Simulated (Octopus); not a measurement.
# TiO (P-62m) in Octopus: reference runs

Aim: a first look at TiO with PBEsol, on the cell as given.

All numbers are computed with Octopus 16.4; they aren't measurements. Logs are shortened: lines on timing, memory, paths and dates and some standing lists are left out, and cuts for length are marked.

### Step 1. Starting point

It takes space group P-62m (No. 189, hexagonal). Conventional cell: a = 4.989 Å, b = 4.989 Å, c = 2.873 Å, α = 90.00°, β = 90.00°, γ = 120.00°. Ti (site symmetry -62m) is surrounded by 3 O at 1.97 Å. Ti (site symmetry -6) is surrounded by 6 O at 2.10 Å. O (site symmetry m2m) is surrounded by 5 Ti at 1.97 to 2.10 Å.

The cell comes from a database or a generator and needn't be the stable form of this composition.

### Step 2. Single point, PBEsol

File inp:

```
CalculationMode = gs
UnitsOutput = eV_Angstrom
PeriodicDimensions = 3
ExperimentalFeatures = yes
PseudopotentialSet = pseudodojo_pbesol
%LatticeParameters
 1*angstrom | 1*angstrom | 1*angstrom
%
%LatticeVectors
 4.989087772 | 0 | 0
 -2.494543886 | 4.3206767523 | 0
 0 | 0 | 2.87331344
%
%ReducedCoordinates
 "Ti" | 0 | 0 | 0
 "Ti" | 0.3333333333 | 0.6666666667 | 0.5
 "Ti" | 0.6666666667 | 0.3333333333 | 0.5
 "O" | 0 | 0.39444076 | 0
 "O" | 0.39444076 | 0 | 0
 "O" | 0.60555924 | 0.60555924 | 0
%
%Spacing
 0.12472719*angstrom | 0.12472719*angstrom | 0.12492667*angstrom
%
DerivativesOrder = 8
%KPointsGrid
 6 | 6 | 9
%
KPointsUseSymmetries = yes
XCFunctional = gga_x_pbe_sol + gga_c_pbe_sol
SmearingFunction = fermi_dirac
Smearing = 0.05*eV
ExtraStates = 16
Eigensolver = chebyshev_filter
ConvRelDens = 3e-7
MaximumIter = 120
Mixing = 0.2
%Output
 density | cube
 elf | cube
 potential | cube
%
```

Potentials or basis: pseudodojo_pbesol (PseudoDojo 0.4, PBEsol).

Launch:

```sh
OMP_NUM_THREADS=1 octopus > out.log
```

out.log:

```text
Running octopus

[... 13 lines left out ...]

Input: [AllElectronType = no]
Input: [PseudopotentialSet = pseudodojo_pbesol]
Reading Coordinates from ReducedCoordinates block

****************************** Species *******************************
  Species 'Ti'
    type             : pseudopotential
    file             : 'Ti.upf'
    file format      : UPF2
    valence charge   : 12.0
    atomic number    :  22
    form on file     : kleinman-bylander
    lmax             : 2
    llocal           : -1
    projectors per l : 2
    total projectors : 6
    application form : kleinman-bylander
    orbitals         : 10
    bound orbitals   : 10

  Species 'O'
    type             : pseudopotential
    file             : 'O.upf'
    file format      : UPF2
    valence charge   : 6.0
    atomic number    :   8
    form on file     : kleinman-bylander
    lmax             : 2
    llocal           : -1
    projectors per l : 2
    total projectors : 6
    application form : kleinman-bylander
    orbitals         :  4
    bound orbitals   :  4

**********************************************************************

***************************** Symmetries *****************************
Space group No.  189
International: P-62m
Schoenflies: D3h^3
Info: The system has    12 symmorphic symmetries that can be used.
  Index                Rotation matrix                      Fractional translations
    1 :     1   0   0     0   1   0     0   0   1      0.000000    0.000000    0.000000
    2 :    -1  -1   0     1   0   0     0   0  -1      0.000000    0.000000    0.000000
    3 :     0   1   0    -1  -1   0     0   0   1      0.000000    0.000000    0.000000
    4 :     1   0   0     0   1   0     0   0  -1      0.000000    0.000000    0.000000
    5 :    -1  -1   0     1   0   0     0   0   1      0.000000    0.000000    0.000000
    6 :     0   1   0    -1  -1   0     0   0  -1      0.000000    0.000000    0.000000
    7 :     0   1   0     1   0   0     0   0   1      0.000000    0.000000    0.000000
    8 :    -1  -1   0     0   1   0     0   0  -1      0.000000    0.000000    0.000000
    9 :     1   0   0    -1  -1   0     0   0   1      0.000000    0.000000    0.000000
   10 :     0   1   0     1   0   0     0   0  -1      0.000000    0.000000    0.000000
   11 :    -1  -1   0     0   1   0     0   0   1      0.000000    0.000000    0.000000
   12 :     1   0   0    -1  -1   0     0   0  -1      0.000000    0.000000    0.000000
Info: The system also has     0 nonsymmorphic symmetries (not used for electrons).
**********************************************************************

Input: [CurvMethod = curv_affine]
Input: [DerivativesStencil = stencil_stargeneral]

****************************** Lattice *******************************
  Lattice Vectors [A]
    4.989088    0.000000    0.000000
   -2.494544    4.320677    0.000000
    0.000000    0.000000    2.873313
  Cell volume =            61.9378 [A^3]
  Reciprocal-Lattice Vectors [A^-1]
    1.259386    0.727107   -0.000000
    0.000000    1.454213    0.000000
    0.000000   -0.000000    2.186739
  Cell angles [degree]
    alpha =   90.000
    beta  =   90.000
    gamma =  120.000
**********************************************************************

Checking if the generated full k-point grid is symmetric

    35 k-points generated from parameters :
 ---------------------------------------------------
    n =    6    6    9

    s1  =  0.00  0.00  0.50

   index |      weight  |             coordinates              |
       1 |     0.003086 |    0.000000    0.000000    0.000000  |
       2 |     0.018519 |    0.166667    0.000000    0.000000  |
       3 |     0.006173 |    0.000000    0.000000    0.111111  |
[... 108 lines left out ...]
      Block       3 contains       4 states:       9 -      12
      Block       4 contains       4 states:      13 -      16
      Block       5 contains       4 states:      17 -      20
      Block       6 contains       4 states:      21 -      24
      Block       7 contains       4 states:      25 -      28
      Block       8 contains       4 states:      29 -      32
      Block       9 contains       4 states:      33 -      36
      Block      10 contains       4 states:      37 -      40
      Block      11 contains       3 states:      41 -      43
Info: Ground-state allocation done.
Info: Could not find 'restart/gs' directory for restart.
[... 18 lines left out ...]
** Warning:
**   Cannot do LCAO for all states because there are not enough atomic orbitals.
**   Required: 43. Available: 42. 1 orbitals will be randomized.

Info: Unnormalized total charge =     53.991170
Info: Renormalized total charge =     54.000000

** Warning:
**   Symmetrization discrepancy ratio (scalar) =  1.92583E-04

Info: Setting up Hamiltonian.
Info: Performing initial LCAO calculation with     42 orbitals.
Info: Getting Hamiltonian matrix elements.

Eigenvalues [eV]
 #st  Spin   Eigenvalue      Occupation
#k =       1, k = (  0.000000,  0.000000,  0.000000)
   1   --   -49.158928       2.000000
   2   --   -49.064308       2.000000
   3   --   -48.899343       2.000000
   4   --   -25.968404       2.000000
   5   --   -25.968342       2.000000
   6   --   -25.662147       2.000000
[... 34 lines left out ...]
  41   --    17.797550       0.000000
  42   --    20.619197       0.000000
#k =       2, k = (  0.166667,  0.000000,  0.000000)
   1   --   -49.092424       2.000000
   2   --   -49.008216       2.000000
   3   --   -48.840031       2.000000
   4   --   -25.979875       2.000000
   5   --   -25.916146       2.000000
   6   --   -25.582704       2.000000
[... 34 lines left out ...]
  41   --    18.219093       0.000000
  42   --    20.986870       0.000000
[... 33 further k-points ...]
Fermi energy =    10.783394 eV
Generating random wavefunctions for states       43 and above
Orthogonalizing wavefunctions.
Info: Ground-state restart information will be written to 'restart/gs'.
Info: SCF using complex wavefunctions.
Info: Starting SCF iteration.

** Warning:
**   Symmetrization discrepancy ratio (scalar) =  1.76346E-02

*********************** SCF CYCLE ITER #    1 ************************
 etot  = -6.21123716E+03 abs_ev   =  9.13E+01 rel_ev   =  1.09E-01
 ediff =        2.28E+02 abs_dens =  5.05E+00 rel_dens =  9.34E-02
Matrix vector products: 875
Converged eigenvectors: 0

#  State  KPoint  Eigenvalue [eV]  Occupation    Error
      1       1      -49.162782    2.000000   ( 3.0E-05)
      1       2      -49.156470    2.000000   ( 5.2E-05)
      1       3      -49.154370    2.000000   ( 7.3E-05)
      1       5      -49.148216    2.000000   ( 1.3E-04)
      1       4      -49.145200    2.000000   ( 8.9E-05)
      1       7      -49.140501    2.000000   ( 1.4E-04)
      1       6      -49.137211    2.000000   ( 9.9E-05)
      1       8      -49.132936    2.000000   ( 7.5E-05)
[... 23 lines left out ...]
     43      26       20.145698    0.000000   ( 1.8E-01)
     43      22       20.212018    0.000000   ( 2.2E-01)
     43       7       20.313966    0.000000   ( 2.0E-01)
     43      25       20.423475    0.000000   ( 2.1E-01)
     43      17       20.466638    0.000000   ( 1.8E-01)
     43      11       20.493715    0.000000   ( 2.5E-01)
     43      23       20.665005    0.000000   ( 1.8E-01)
     43      19       21.391347    0.000000   ( 2.3E-01)

Density of states:

-----------------------%----------------------------------------------
-----------------------%----------------------------------------------
-----------------------%----------------------------------------------
-----------------------%----------------------------------------------
-----------------------%----------------------------------%-----------
-----------------------%---------------------------------%%-----------
%----------------------%----------------------%%---------%%-----------
%----------------------%---------%------------%%%--------%%%----------
%----------------------%---------%------------%%%-----%--%%%----------
%----------------------%---------%-----------%%%%-----%%%%%%-----%%%--
                                                        ^

Fermi energy =     7.919389 eV

**********************************************************************

*********************** SCF CYCLE ITER #    2 ************************
 etot  = -6.19568692E+03 abs_ev   =  3.29E+00 rel_ev   =  3.96E-03
 ediff =        5.71E-01 abs_dens =  2.10E+00 rel_dens =  3.89E-02
Matrix vector products: 875
Converged eigenvectors: 0
[... 211 lines left out ...]
*********************** SCF CYCLE ITER #   20 ************************
 etot  = -6.19634013E+03 abs_ev   =  1.04E-05 rel_ev   =  1.25E-08
 ediff =        1.47E-06 abs_dens =  1.61E-06 rel_dens =  2.97E-08
Matrix vector products: 875
Converged eigenvectors: 109

#  State  KPoint  Eigenvalue [eV]  Occupation    Error
      1       1      -50.774821    2.000000   ( 1.1E-08)
      1       2      -50.769774    2.000000   ( 1.7E-08)
      1       3      -50.767737    2.000000   ( 1.2E-08)
      1       5      -50.762767    2.000000   ( 1.7E-08)
      1       4      -50.760671    2.000000   ( 1.8E-08)
      1       7      -50.756893    2.000000   ( 1.7E-08)
      1       6      -50.753795    2.000000   ( 1.7E-08)
      1      10      -50.750071    2.000000   ( 1.7E-08)
[... 23 lines left out ...]
     43      27       18.427174    0.000000   ( 1.3E-02)
     43      19       18.921946    0.000000   ( 5.6E-03)
     43      23       19.016527    0.000000   ( 4.0E-02)
     43      14       19.076355    0.000000   ( 3.4E-02)
     43      17       19.100300    0.000000   ( 4.3E-02)
     43       8       19.686094    0.000000   ( 6.5E-03)
     43       3       20.362945    0.000000   ( 6.0E-03)
     43       1       20.591613    0.000000   ( 1.8E-02)

Density of states:

-----------------------%----------------------------------------------
-----------------------%----------------------------------------------
-----------------------%----------------------------------------------
-----------------------%----------------------------------------------
-----------------------%----------------------------------%-----------
-----------------------%---------------------------------%%-----------
-----------------------%------------%--------------------%%%----------
%----------------------%------------%-----------%%%------%%%----------
%----------------------%------------%-----------%%%----%-%%%----------
%%---------------------%%-----------%-----------%%%%--%%%%%%-%%%%-%---
                                                        ^

Fermi energy =     7.298781 eV

**********************************************************************

Info: SCF converged in   20 iterations

** Warning:
**   Some of the states are not fully converged!

Info: Number of matrix-vector products:      17500
Info: Writing output to static/

Info: Finished writing information to 'restart/gs'.

Octopus emitted 25 warnings.
```

Wall time 18 min (1 thread of Arm Neoverse V2, shared host); peak memory 2.4 GiB.

What came out:

* Free energy: -6196.3452 eV
* Largest force: 0.033 eV/Å
* Band gap on the k mesh: none (metal or under the smearing width)

Forces in eV/Å, atoms in the order of the input:
```
Ti   0.000  0.000  0.000
Ti   0.000  0.000  0.000
Ti   0.000  0.000  0.000
O    0.017 -0.029  0.000
O   -0.033  0.000  0.000
O    0.017  0.029  0.000
```

Levels at points of the mesh, in eV from the Fermi level:
```csv
k point,band 24,band 25,band 26,band 27,band 28,band 29,band 30,band 31
"(0.00, 0.00, 0.00)",-5.56,-3.43,-0.84,-0.84,-0.84,0.28,0.28,0.78
"(0.50, 0.00, 0.00)",-5.26,-2.50,-2.08,-1.79,0.35,0.88,1.10,1.36
```

Caveat: semilocal functionals often make such compounds metallic where correlation or magnetic order opens a gap, which also shifts bond lengths.
